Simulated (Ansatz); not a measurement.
# C (Graphite 3R): how the settings move a relaxation

Question: which choices in the input matter for C (Graphite 3R)?

Computed with Ansatz 0.2.0 (reference: DFT, LDA, PAW with Ansatz's default frozen-core files, scalar-relativistic; relaxation of cell and atoms, unless a step's input says otherwise).

## Step 1: Starting point

It takes space group R-3m (No. 166, trigonal). The conventional cell has a = 2.456 Å, b = 2.456 Å, c = 10.041 Å, α = 90.00°, β = 90.00°, γ = 120.00°. C (site symmetry 3m) has 3 C at 1.42 Å as nearest neighbours.

Structure file:

```
CELL_PARAMETERS angstrom
1.22803 0.70900 3.34701
-1.22803 0.70900 3.34701
0.00000 -1.41801 3.34701
ATOMIC_POSITIONS crystal
C 0.83600 0.83600 0.83600
C 0.16400 0.16400 0.16400
```

## Step 2: Baseline

The input, input.yaml:

```yaml
crystal:
  lattice:
    - [1.2280287114, 0.7090027071, 3.3470114498]
    - [-1.2280287114, 0.7090027071, 3.3470114498]
    - [0.0, -1.4180054142, 3.3470114498]
  atoms:
    - { symbol: C, position: [0.836, 0.836, 0.836] }
    - { symbol: C, position: [0.164, 0.164, 0.164] }
kpoints:
  mp_grid: { grid: [16, 16, 16] }
scf:
  occupations: { method: fermi_dirac, width: 0.05 }
hamiltonian:
  xc: lda
  pseudopotentials: { kind: paw }
relax:
  f_tol: 0.002
  max_steps: 80
  cell: {}
output:
  forces: true
  stress: true
```

Launch:

```bash
$ ansatz run input.yaml --threads 1 --pin off --max-ram 3072MiB --backend cpu --events-out ev --progress --plain --runs-dir out
```

## Step 3: Changed: symmetry.detect false, mp_grid.grid [12, 12, 12], occupations.method fixed, spin_polarized true, accuracy low

Changes to input.yaml since step 2:

```diff
@@ -8,6 +8,7 @@
     - { symbol: C, position: [0.164, 0.164, 0.164] }
+  symmetry: { detect: false }
 kpoints:
-  mp_grid: { grid: [16, 16, 16] }
+  mp_grid: { grid: [12, 12, 12] }
 scf:
-  occupations: { method: fermi_dirac, width: 0.05 }
+  occupations: { method: fixed }
 hamiltonian:
@@ -22 +23,4 @@
   stress: true
+magnetization:
+  spin_polarized: true
+accuracy: low
```

What does the calculation give? Wanted: for each run, ending; energy change; pressure; gap; force.

The runs gave:

| run | ending | energy change | pressure (GPa) | gap (eV) | force (eV/Å) | cycles | time |
| --- | --- | --- | --- | --- | --- | --- | --- |
| reference | converged | 0 | 0.0 | 0.43 | 0.00 | 54 | 13 s |
| 1: symmetry.detect false, mp_grid.grid [12, 12, 12], occupations.method fixed, spin_polarized true, accuracy low | converged | +0.3 meV/atom (σ→0) | 0.0 | 0.72 | 0.00 | 37 | 36 s |

**Reading.** Changing the use of symmetry, k-point mesh, smearing, spin polarisation and accuracy level moves the energy by +0.3 meV/atom (σ→0 values), and the gap on the mesh goes from 0.43 to 0.72 eV and the final volume goes from 17.27 to 17.12 Å³. A gap read on a mesh depends on which points the mesh holds, and a coarse mesh shifts the density too. Cost: 37 SCF cycles against 54, 36 s against 13 s.
